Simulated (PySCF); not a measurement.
# SnH3BrO (SMILES [OH][SnH2][Br]) at 3 levels

Wanted: a comparison of 3 runs (r2SCAN/3-21G, PBE0/def2-SVPD, MP2/def2-TZVP) of SnH3BrO. 

The calculation is run with PySCF 2.14.0.

## (1) Starting point

The species is SnH3BrO (6 atoms), meant as a singlet with charge 0. As SMILES, `[OH][SnH2][Br]`. Geometry: relaxed at PBE0-D4/def2-TZVP. This is one conformer, not always the lowest.

Bond lengths: O1–Sn2 1.953 Å, Sn2–Br3 2.480 Å, O1–H4 0.960 Å, Sn2–H5 1.702 Å, Sn2–H6 1.694 Å. Angles: O1–Sn2–Br3 107.1°, O1–Sn2–H5 110.5°, O1–Sn2–H6 104.9°, Br3–Sn2–H5 106.5°, Br3–Sn2–H6 109.5°, Sn2–O1–H4 113.5°, H5–Sn2–H6 117.8°.

## (2) Energy and forces at r2SCAN/3-21G (run 1)

Contents of job.py:

```python
# [OH][SnH2][Br]
from pyscf import gto, dft

mol = gto.M(
    atom=[
    ('O', (-1.483500, -0.348600, -0.301400)),
    ('Sn', (0.264900, 0.377500, 0.179400)),
    ('Br', (1.773200, -1.551300, 0.571800)),
    ('H', (-1.448300, -0.995000, -1.010800)),
    ('H', (0.926600, 1.252100, -1.122400)),
    ('H', (0.009200, 1.201200, 1.637100)),
],
    charge=0,
    basis='3-21g',
    max_memory=1860,
    spin=0,
    verbose=4,
)

calc0 = dft.RKS(mol, xc='r2scan')
calc0.grids.level = 5
calc0.conv_tol = 1e-10
calc0.kernel()
if not calc0.converged:
    calc0 = calc0.newton().run(calc0.mo_coeff, calc0.mo_occ)

energy = calc0.e_tot
print('E = %.10f Eh' % energy)
grad = calc0.nuc_grad_method().kernel()
dip = calc0.dip_moment()
pop, q = calc0.mulliken_pop()
```

Started as:

```
$ OMP_NUM_THREADS=1 python job.py
```

The program printed:

```text
PySCF version 2.14.0

[... 77 lines left out ...]
converged SCF energy = -8636.97208225722
[... 14 lines left out ...]
Dipole moment(X, Y, Z, Debye): -0.33335,  1.47184, -1.37625
[... 75 lines left out ...]
charge of    5H =     -0.13971
```

Wall time 99 s (1 thread of Intel Xeon at 2.50GHz (Skylake/Cascade Lake), shared host); peak memory 0.66 GiB.

## (3) Energy and forces at PBE0/def2-SVPD (core potential) (run 2)

Contents of start.xyz:

```xyz
6

O     -1.483500    -0.348600    -0.301400
Sn     0.264900     0.377500     0.179400
Br     1.773200    -1.551300     0.571800
H     -1.448300    -0.995000    -1.010800
H      0.926600     1.252100    -1.122400
H      0.009200     1.201200     1.637100
```

Contents of input.py:

```python
import pyscf.grad
from pyscf import gto, dft

system = gto.Mole()
system.atom = 'start.xyz'
system.verbose = 3
system.spin = 0
system.ecp = {'Sn': 'def2-svp'}
system.max_memory = 1860
system.basis = 'def2-svpd'
system.build()

myscf = dft.RKS(system)
myscf.xc = 'pbe0'
myscf.conv_tol = 1e-10
myscf.grids.level = 5
myscf.kernel()
if not myscf.converged:
    myscf = myscf.newton().run(myscf.mo_coeff, myscf.mo_occ)

e_final = myscf.e_tot
print(f'total energy: {e_final:.8f} hartree')
grad = myscf.Gradients().kernel()
myscf.analyze()
```

Started as:

```
$ OMP_NUM_THREADS=1 python input.py
```

The program printed:

```text
converged SCF energy = -2864.78677700648
[... 18 lines left out ...]
MO #8   energy= -6.58368831499946  occ= 2
[... 13 lines left out ...]
MO #22  energy= -1.08960584805661  occ= 2
[... 13 lines left out ...]
MO #36  energy= -0.0230122194804959 occ= 0
[... 13 lines left out ...]
MO #50  energy= 0.158096351619343  occ= 0
[... 13 lines left out ...]
MO #64  energy= 0.342609276081331  occ= 0
[... 13 lines left out ...]
MO #78  energy= 0.652605388808903  occ= 0
[... 13 lines left out ...]
MO #92  energy= 1.08836476681028   occ= 0
[... 13 lines left out ...]
MO #106 energy= 2.31405283520216   occ= 0
[... 13 lines left out ...]
MO #120 energy= 52.2623583581912   occ= 0
[... 7 lines left out ...]
Dipole moment(X, Y, Z, Debye):  0.21252,  1.54705, -0.87047
```

Wall time 2.2 min (1 thread of Intel Xeon at 2.50GHz (Skylake/Cascade Lake), shared host); peak memory 1.2 GiB.

## (4) Energy and forces at MP2/def2-TZVP (core potential) (run 3)

Contents of calc.py:

```python
import pyscf.grad
from pyscf import gto, scf, mp

system = gto.Mole()
system.atom = '''
O     -2.803409    -0.658759    -0.569563
Sn     0.500588     0.713372     0.339017
Br     3.350862    -2.931532     1.080545
H     -2.736890    -1.880277    -1.910135
H      1.751020     2.366126    -2.121029
H      0.017385     2.269939     3.093671
'''
system.unit = 'bohr'
system.basis = 'def2-tzvp'
system.ecp = {'Sn': 'def2-svp'}
system.spin = 0
system.verbose = 4
system.max_memory = 1860
system.build()

mf = scf.RHF(system)
mf.conv_tol = 1e-10
mf.kernel()
if not mf.converged:
    mf = mf.newton().run(mf.mo_coeff, mf.mo_occ)

pt = mp.MP2(mf, frozen=14).run()
etot = pt.e_tot
print('E(%s) = %.9f' % ('MP2', etot))
grad = pt.Gradients().kernel()
dip = mf.dip_moment()
pop, q = mf.mulliken_pop()
```

Started as:

```
$ OMP_NUM_THREADS=1 python calc.py
```

The program printed:

```text
PySCF version 2.14.0

[... 64 lines left out ...]
converged SCF energy = -2862.4668569557
[... 18 lines left out ...]
Dipole moment(X, Y, Z, Debye):  0.29979,  1.63076, -0.99767
[... 154 lines left out ...]
charge of    5H =     -0.04138
```

Wall time 7.1 min (1 thread of Intel Xeon at 2.50GHz (Skylake/Cascade Lake), shared host); peak memory 2 GiB.

## (5) Overview of the runs

```tsv
run	level	core potential	integration grid	energy (Eh)	dipole moment (D) of the reference	HOMO energy (eV)	LUMO energy (eV)	wall time
1	r2SCAN/3-21G	–	5	-8636.972082	2.04	-6.82	-1.03	99 s
2	PBE0/def2-SVPD (core potential)	def2-svp	5	-2864.786777	1.79	-8.38	-1.24	2.2 min
3	MP2/def2-TZVP (core potential)	def2-svp	–	-2863.301208	1.94	-11.30	2.04	7.1 min
```

## (6) Outcome

| quantity | value |
| --- | --- |
| run 3: total energy | -2863.30121 Eh |
| run 3: dipole moment (Hartree–Fock density) | 1.94 D |
| run 3: HOMO energy (Hartree–Fock orbitals) | -11.30 eV |
| run 3: LUMO energy (Hartree–Fock orbitals) | 2.04 eV |
| run 3: HOMO–LUMO gap (Hartree–Fock orbitals) | 13.34 eV |
| run 3: correlation energy (14 core orbitals frozen) | -834.4 mEh |
| run 3: largest force on an atom | 0.363 eV/Å |

Totals of different functionals can't be ranked against each other. Some runs of one species differ in core potentials or relativity; totals across that change don't compare. In run 1 relativity is left out where basis or elements ask for it. All runs together took 11 min, the longest 7.1 min.
